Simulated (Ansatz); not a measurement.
# C3H15GeNSi2: one species, many methods

The task here is to estimate one member of a computed series from the others.

Method: functionals in def2-TZVPP, the program's frozen cores in correlated methods; program: Ansatz 0.2.0, Gaussian basis.

The runs, in order: LDA (SPW92), PBE-D4, revPBE-D4, BLYP-D4, r2SCAN-D4, B97M-V, PBE0-D4, B3LYP-D4, r2SCANh-D4, r2SCAN0-D4, HSE06-D4, BHLYP-D4, CAM-B3LYP-D4, LC-ωPBE, ωB97X-V, ωB97M-V, B2PLYP, PBE-QIDH; CCSD(T)/def2-SVP; CCSD(T)/def2-TZVPP; MP2/def2-QZVPP; extrapolation to the limit; RPA on PBE.

### The relaxed structure

The geometry comes from an earlier relaxation with PBE0-D4 in a triple-zeta def2 set; it is a stationary point, not always the lowest conformer.

SMILES `C[Si](C)(C)[N]([SiH3])[GeH3]`, 22 atoms, charge 0, spin multiplicity 1.

Atoms are counted from 1 here; the program's logs count them from 0.

Bond lengths: C1–Si2 1.871 Å, C1–H8 1.094 Å, C1–H9 1.093 Å, C1–H10 1.093 Å, Si2–C3 1.871 Å, Si2–C4 1.871 Å, Si2–N5 1.746 Å, C3–H11 1.093 Å, C3–H12 1.093 Å, C3–H13 1.094 Å, C4–H14 1.093 Å, C4–H15 1.093 Å, C4–H16 1.094 Å, N5–Si6 1.723 Å, N5–Ge7 1.851 Å, Si6–H17 1.489 Å, Si6–H18 1.489 Å, Si6–H19 1.490 Å and more. Angles: Si2–C1–H8 109.3°, Si2–C1–H9 112.1°, Si2–C1–H10 112.1°, H8–C1–H9 107.5°, H8–C1–H10 107.5°, H9–C1–H10 108.1°, C1–Si2–C3 109.4°, C1–Si2–C4 109.4°, C1–Si2–N5 108.3°, C3–Si2–C4 109.5°, C3–Si2–N5 110.1°, C4–Si2–N5 110.1°, Si2–C3–H11 111.7°, Si2–C3–H12 110.8°, Si2–C3–H13 110.8°, H11–C3–H12 107.9°, H11–C3–H13 107.5°, H12–C3–H13 108.0° and more.

Coordinates:

```xyz
22

C    -0.81538   -2.06533   -0.24466
Si   -0.65509   -0.25983    0.22042
C    -2.01880    0.71875   -0.60646
C    -0.79582   -0.08096    2.07757
N     0.90457    0.30980   -0.32049
Si    2.04132   -0.69417   -1.13889
Ge    1.40308    2.06711   -0.02204
H    -1.78829   -2.43961    0.08684
H    -0.75527   -2.21832   -1.32521
H    -0.04730   -2.68162    0.22949
H    -1.95924    1.78254   -0.36173
H    -1.96189    0.62054   -1.69369
H    -3.00199    0.36214   -0.28626
H    -0.01412   -0.65430    2.58271
H    -0.70361    0.96207    2.39169
H    -1.76432   -0.44645    2.43087
H     2.47458   -1.85897   -0.31791
H     1.51398   -1.22914   -2.42509
H     3.24375    0.13334   -1.43971
H     2.67492    2.10977    0.84352
H     1.67076    2.76978   -1.36486
H     0.24498    2.76286    0.71257
```

Set-up of the first run:

Input file in.yaml:

```yaml
crystal:
  periodic: [false, false, false]
  atoms:
    - {symbol: C, position_ang: [-0.815383, -2.065330, -0.244665]}
    - {symbol: Si, position_ang: [-0.655094, -0.259826, 0.220420]}
    - {symbol: C, position_ang: [-2.018799, 0.718747, -0.606464]}
    - {symbol: C, position_ang: [-0.795824, -0.080962, 2.077573]}
    - {symbol: N, position_ang: [0.904570, 0.309802, -0.320491]}
    - {symbol: Si, position_ang: [2.041316, -0.694171, -1.138889]}
    - {symbol: Ge, position_ang: [1.403083, 2.067109, -0.022036]}
    - {symbol: H, position_ang: [-1.788291, -2.439613, 0.086840]}
    - {symbol: H, position_ang: [-0.755269, -2.218322, -1.325208]}
    - {symbol: H, position_ang: [-0.047303, -2.681619, 0.229492]}
    - {symbol: H, position_ang: [-1.959242, 1.782536, -0.361727]}
    - {symbol: H, position_ang: [-1.961894, 0.620539, -1.693687]}
    - {symbol: H, position_ang: [-3.001995, 0.362141, -0.286257]}
    - {symbol: H, position_ang: [-0.014122, -0.654301, 2.582712]}
    - {symbol: H, position_ang: [-0.703610, 0.962066, 2.391691]}
    - {symbol: H, position_ang: [-1.764321, -0.446450, 2.430866]}
    - {symbol: H, position_ang: [2.474582, -1.858966, -0.317911]}
    - {symbol: H, position_ang: [1.513983, -1.229136, -2.425091]}
    - {symbol: H, position_ang: [3.243754, 0.133343, -1.439711]}
    - {symbol: H, position_ang: [2.674920, 2.109770, 0.843523]}
    - {symbol: H, position_ang: [1.670763, 2.769784, -1.364857]}
    - {symbol: H, position_ang: [0.244978, 2.762861, 0.712575]}
basis:
  gaussian: {orbitals: def2-TZVPP}
hamiltonian: {xc: lda}
output: {orbitals: {seedname: orbitals}}
```

The run is started by

```
> ansatz run in.yaml --threads 4 --pin off --events-out ev --progress --plain --max-ram 46080MiB --backend cuda --devices 0, --max-vram 37GiB
```

Among the steps run: LDA; PBE-D4 (GGA); revPBE-D4 (GGA); BLYP-D4 (GGA); r2SCAN-D4 (meta-GGA); B97M-V (meta-GGA); B3LYP-D4 (hybrid); r2SCANh-D4 (hybrid); r2SCAN0-D4 (hybrid); HSE06-D4 (hybrid); BHLYP-D4 (hybrid); CAM-B3LYP-D4 (range-separated); LC-ωPBE (range-separated); ωB97X-V (range-separated); ωB97M-V (range-separated); B2PLYP (double hybrid); PBE-QIDH (double hybrid).

One of the session's tables, all rows but one given; the rest of the session is left out.

It belongs to the step «Orbital energies across the functionals». 

| functional | HOMO (eV) | gap (eV) |
| --- | --- | --- |
| LDA (SPW92) | -5.91 | 4.93 |
| PBE-D4 | -5.83 | 5.12 |
| revPBE-D4 | -5.79 | 5.21 |
| BLYP-D4 | ? | ? |
| r2SCAN-D4 | -6.11 | 5.74 |
| B97M-V | -6.28 | 5.70 |
| PBE0-D4 | -7.10 | 7.24 |
| B3LYP-D4 | -6.89 | 6.84 |
| r2SCANh-D4 | -6.58 | 6.50 |
| r2SCAN0-D4 | -7.30 | 7.63 |
| HSE06-D4 | -6.71 | 6.47 |
| BHLYP-D4 | -8.32 | 9.30 |
| CAM-B3LYP-D4 | -8.44 | 9.56 |
| LC-ωPBE | -9.76 | 12.05 |
| ωB97X-V | -9.45 | 11.54 |
| ωB97M-V | -9.35 | 11.12 |

**Question.** Estimate the row for BLYP-D4.

Worked estimate for «HOMO (eV)». Against the share of exact exchange, B3LYP-D4 (0.2, -6.89), BHLYP-D4 (0.5, -8.32) give a slope of -4.77 per unit share; at 0 the line stands at -5.94.

As computed: HOMO (eV): -5.71; gap (eV): 5.16. In «HOMO (eV)» the line misses by -0.23.
